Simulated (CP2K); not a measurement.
# PM3 run of C2H6F2Si2 (SMILES FC1C([SiH3])[SiH]1F)

What is the energy difference between two shapes of C2H6F2Si2 at PM3? 

The calculation is run with CP2K 2026.2.

3 further runs of the same task are left out: 1 that didn't finish, 2 set aside as unsound or not needed.

## Step 1: The system as given

C2H6F2Si2: 12 atoms, total charge 0, spin state singlet. As SMILES, `FC1C([SiH3])[SiH]1F`. Geometry: a rough force-field guess.

Bond lengths: F1–C2 1.426 Å, C2–C3 1.497 Å, C3–Si4 1.867 Å, C2–Si5 1.812 Å, C3–Si5 1.892 Å, Si5–F6 1.611 Å, C2–H7 1.089 Å, C3–H8 1.036 Å, Si4–H9 1.420 Å, Si4–H10 1.535 Å, Si4–H11 1.457 Å, Si5–H12 1.448 Å. Some angles: F1–C2–C3 118.0°, F1–C2–Si5 120.9°, C3–C2–Si5 69.0°, C2–C3–Si4 118.4°, C2–C3–Si5 63.4°, Si4–C3–Si5 111.5°, C2–Si5–C3 47.6°, C2–Si5–F6 114.3°, C3–Si5–F6 104.7°, F1–C2–H7 106.3°.

## Step 2: Energy and gradient at PM3

Input file qs.inp:

```
&GLOBAL
  PROJECT_NAME qs
  RUN_TYPE ENERGY_FORCE
  PRINT_LEVEL MEDIUM
&END
&FORCE_EVAL
  METHOD Quickstep
  &DFT
    &QS
      METHOD PM3
      EPS_DEFAULT 1.0E-10
      &SE
        &COULOMB
          CUTOFF [angstrom] 50
          RC_RANGE [angstrom] 0
        &END
        &EXCHANGE
          CUTOFF [angstrom] 50
          RC_RANGE [angstrom] 0
        &END
      &END
    &END
    # no periodic images
    &POISSON
      PERIODIC NONE
      POISSON_SOLVER ANALYTIC
    &END
    # self-consistent field
    &SCF
      SCF_GUESS ATOMIC
      EPS_SCF 1.0E-07
      MAX_SCF 150
      &DIAGONALIZATION
        ALGORITHM STANDARD
      &END
      &MIXING
        METHOD DIRECT_P_MIXING
        ALPHA 0.4
      &END
    &END
    # extra output
    &PRINT
      &MOMENTS
        PERIODIC F
        REFERENCE COM
        MAX_MOMENT 1
      &END
      &MO ON
        ENERGIES T
        OCCUPATION_NUMBERS T
        NDIGITS 6
        &EACH
          QS_SCF 0
        &END
        ADD_LAST NUMERIC
      &END
      &HIRSHFELD OFF
      &END
    &END
  &END
  &SUBSYS
    &CELL
      ABC 20.1 20.2 19.9
      PERIODIC NONE
    &END
    &COORD
      F      1.973300     0.908000     0.468600
      C      0.652000     0.812000     0.995200
      C     -0.201300    -0.333100     0.547400
      Si     0.353700    -1.328700    -0.931700
      Si    -0.773900     1.398500     0.044100
      F     -2.095800     1.665600     0.926100
      H      0.725900     1.060900     2.052500
      H     -0.787400    -0.789600     1.269700
      H      1.084400    -0.550100    -1.867600
      H     -0.955700    -1.801800    -1.578100
      H      1.036700    -2.540200    -0.497300
      H     -0.935000     1.443500    -1.394700
    &END
    &TOPOLOGY
      &CENTER_COORDINATES
      &END
    &END
  &END
  &PRINT
    &FORCES ON
    &END
  &END
&END
```

The run is started by

```sh
$ OMP_NUM_THREADS=1 cp2k.psmp qs.inp > qs.out
```

Log:

```text
CP2K| version string:                                       CP2K version 2026.2
[...]
 GLOBAL| Method name                                                        CP2K
[...]
 GLOBAL| Run type                                                   ENERGY_FORCE
[...]
                             - Atoms:                                         12
[...]
                             - Spherical basis functions:                     30
[...]
 Number of electrons:                                                         36
[...]
     1 P_Mix/Diag. 0.40E+00    0.0     0.75853272       -43.3237589343 -4.33E+01
[...]
    21 DIIS/Diag.  0.64E-07    0.0     0.00000005       -49.7887736904  0.00E+00
  *** SCF run converged in    21 steps ***
  Core-core repulsion energy [eV]:                           2638.67467622081267
  Core Hamiltonian energy [eV]:                             -2236.34951009198903
  Two-electron integral energy [eV]:                        -3514.29319753180744
  Electronic energy [eV]:                                   -3993.49610885789343
  Total energy [eV]:                                        -1354.82143263708031
  Atomic reference energy [eV]:                              1350.92641215369167
  Heat of formation [kcal/mol]:                               -89.82131327993883
[...]
 SE_DIPOLE| Moment [Debye]          0.67325078      -0.42706236       0.36303822
 SE_DIPOLE| Derivative [a.u.]       0.00000000       0.00000000       0.00000000
 ENERGY| Total FORCE_EVAL ( QS ) energy [hartree]            -49.788773690414487
 FORCES| Atomic forces [hartree/bohr]
 FORCES|   Atom     x               y               z               |f|
 FORCES|      1 -5.93497529E-02 -8.52836504E-03  2.69398911E-02   6.57334307E-02
 FORCES|      2  7.30610840E-02  1.05278651E-02 -2.33989686E-02   7.74355840E-02
 FORCES|      3  2.71452449E-02  2.74606502E-02 -4.49571730E-02   5.92629651E-02
 FORCES|      4 -3.21504351E-02 -2.77549285E-03  2.01340934E-02   3.80359771E-02
 FORCES|      5 -3.31658693E-02 -1.87164040E-02  5.95705427E-03   3.85456244E-02
 FORCES|      6  1.08292212E-02  9.56291161E-03 -8.03803528E-03   1.65327349E-02
 FORCES|      7  2.55309551E-03 -3.04927826E-03  8.55131179E-03   9.43087101E-03
 FORCES|      8 -1.70279593E-02 -2.84472855E-02  3.21561546E-02   4.61867701E-02
 FORCES|      9  1.04570600E-02  8.21002082E-03 -1.06345295E-02   1.70249160E-02
 FORCES|     10  8.62129934E-03  2.71234410E-03  1.96899936E-03   9.24989575E-03
 FORCES|     11  7.67768253E-03 -6.86737371E-03  5.90454820E-04   1.03177647E-02
 FORCES|     12  1.34932920E-03  9.91040755E-03 -9.26925300E-03   1.36365655E-02
 FORCES| Sum     5.96744876E-16 -4.71844785E-16 -3.67761377E-16
[...]
```

Wall time 0.22 s (1 thread of Arm Neoverse V2, shared host).

## Step 3: The distorted shape at the same level

Input file molecule.inp:

```
&FORCE_EVAL
   METHOD Quickstep
   &DFT
      &QS
         METHOD PM3
         EPS_DEFAULT 1.0E-10
         &SE
            &COULOMB
               CUTOFF [angstrom] 50
               RC_RANGE [angstrom] 0
            &END
            &EXCHANGE
               CUTOFF [angstrom] 50
               RC_RANGE [angstrom] 0
            &END
         &END
      &END
      &POISSON
         PERIODIC NONE
         POISSON_SOLVER ANALYTIC
      &END
      &SCF
         SCF_GUESS ATOMIC
         EPS_SCF 1.0E-07
         MAX_SCF 150
         &DIAGONALIZATION
            ALGORITHM STANDARD
         &END
         &MIXING
            METHOD DIRECT_P_MIXING
            ALPHA 0.4
         &END
      &END
      &PRINT
         &MOMENTS
            PERIODIC F
            REFERENCE COM
            MAX_MOMENT 1
         &END
         &MO ON
            ENERGIES T
            OCCUPATION_NUMBERS T
            NDIGITS 6
            &EACH
               QS_SCF 0
            &END
            ADD_LAST NUMERIC
         &END
         &HIRSHFELD OFF
         &END
      &END
   &END
   &SUBSYS
      &CELL
         ABC 20.1 20.2 19.9
         PERIODIC NONE
      &END
      &COORD
         F      2.030296     0.901786     0.498174
         C      0.619092     0.758983     0.970431
         C     -0.279576    -0.247849     0.550070
         Si     0.347516    -1.362701    -0.886113
         Si    -0.782138     1.366661     0.158738
         F     -2.045662     1.685894     0.990714
         H      0.584427     1.126362     2.096015
         H     -0.814657    -0.734775     1.254728
         H      1.077840    -0.486734    -1.770313
         H     -0.894413    -1.774110    -1.532961
         H      1.089761    -2.496637    -0.466100
         H     -0.880369     1.379681    -1.296293
      &END
      &TOPOLOGY
         &CENTER_COORDINATES
         &END
      &END
   &END
   &PRINT
      &FORCES ON
      &END
   &END
&END

&GLOBAL
   PROJECT molecule
   RUN_TYPE ENERGY_FORCE
   PRINT_LEVEL MEDIUM
&END
```

The run is started by

```sh
$ OMP_NUM_THREADS=1 cp2k.psmp -i molecule.inp -o molecule.out
```

Log:

```text
CP2K| version string:                                       CP2K version 2026.2
[...]
 GLOBAL| Method name                                                        CP2K
[...]
 GLOBAL| Run type                                                   ENERGY_FORCE
[...]
                             - Atoms:                                         12
[...]
                             - Spherical basis functions:                     30
[...]
 Number of electrons:                                                         36
[...]
     1 P_Mix/Diag. 0.40E+00    0.0     0.76813123       -43.2601544282 -4.33E+01
[...]
    23 DIIS/Diag.  0.42E-07    0.0     0.00000005       -49.7467976389 -1.71E-13
  *** SCF run converged in    23 steps ***
  Core-core repulsion energy [eV]:                           2655.28433164516491
  Core Hamiltonian energy [eV]:                             -2237.11994698902481
  Two-electron integral energy [eV]:                        -3543.68718168652185
  Electronic energy [eV]:                                   -4008.96353783228551
  Total energy [eV]:                                        -1353.67920618712083
  Atomic reference energy [eV]:                              1350.92641215369167
  Heat of formation [kcal/mol]:                               -63.48094350884239
[...]
 SE_DIPOLE| Moment [Debye]          1.06348943      -0.08390856       0.12959259
 SE_DIPOLE| Derivative [a.u.]       0.00000000       0.00000000       0.00000000
 ENERGY| Total FORCE_EVAL ( QS ) energy [hartree]            -49.746797638921564
 FORCES| Atomic forces [hartree/bohr]
 FORCES|   Atom     x               y               z               |f|
 FORCES|      1 -9.91202247E-02 -2.02627379E-02  3.34257106E-02   1.06548935E-01
 FORCES|      2  1.54542354E-01  8.46035176E-02  5.01662847E-02   1.83187747E-01
 FORCES|      3  2.96232610E-02 -6.35883685E-02 -6.81124012E-02   9.77768756E-02
 FORCES|      4 -2.34098614E-02  2.40027186E-02  2.15576531E-02   3.98608143E-02
 FORCES|      5 -2.55463136E-02  1.94560992E-02 -5.88193354E-02   6.70139400E-02
 FORCES|      6 -2.88288568E-02  2.29277745E-02  1.84670306E-02   4.12045756E-02
 FORCES|      7  1.26862202E-02 -2.10334839E-02 -2.62208883E-02   3.59288549E-02
 FORCES|      8 -2.98446888E-02 -4.60478366E-02  5.13753707E-02   7.51700566E-02
 FORCES|      9  8.78284699E-03  4.58121923E-03 -1.00463942E-02   1.41087210E-02
 FORCES|     10 -6.32249185E-03 -5.91390071E-03 -6.82542782E-03   1.10242727E-02
 FORCES|     11  9.64640264E-03 -1.24765934E-02  5.33696591E-03   1.66493745E-02
 FORCES|     12 -2.20864796E-03  1.37515918E-02 -1.03045685E-02   1.73253726E-02
 FORCES| Sum    -1.13797860E-15 -6.66133815E-16  4.71844785E-16
[...]
```

Run time: 0.24 s. Hardware: 1 thread of Arm Neoverse V2, shared host.

## Step 4: Outcome

At PM3:

| quantity | value |
| --- | --- |
| first shape: total energy | -49.78877 Eh |
| first shape: dipole moment | 0.88 D |
| first shape: HOMO energy | -8.73 eV |
| first shape: heat of formation at this unrelaxed shape | -89.8 kcal/mol |
| first shape: largest force on an atom | 3.982 eV/Å |
| distorted shape: total energy | -49.74680 Eh |
| distorted shape: dipole moment | 1.07 D |
| distorted shape: HOMO energy | -8.91 eV |
| distorted shape: heat of formation at this unrelaxed shape | -63.5 kcal/mol |
| distorted shape: largest force on an atom | 9.420 eV/Å |
| energy change with the atoms displaced | 1.142 eV |

What this shows: With the atoms displaced the energy rises by 1.14 eV (110 kJ/mol). The first shape isn't relaxed at this level, so the change isn't measured from a minimum. The largest force (first shape) is 3.98 eV/Å: the shape isn't a stationary point for this species at this level.
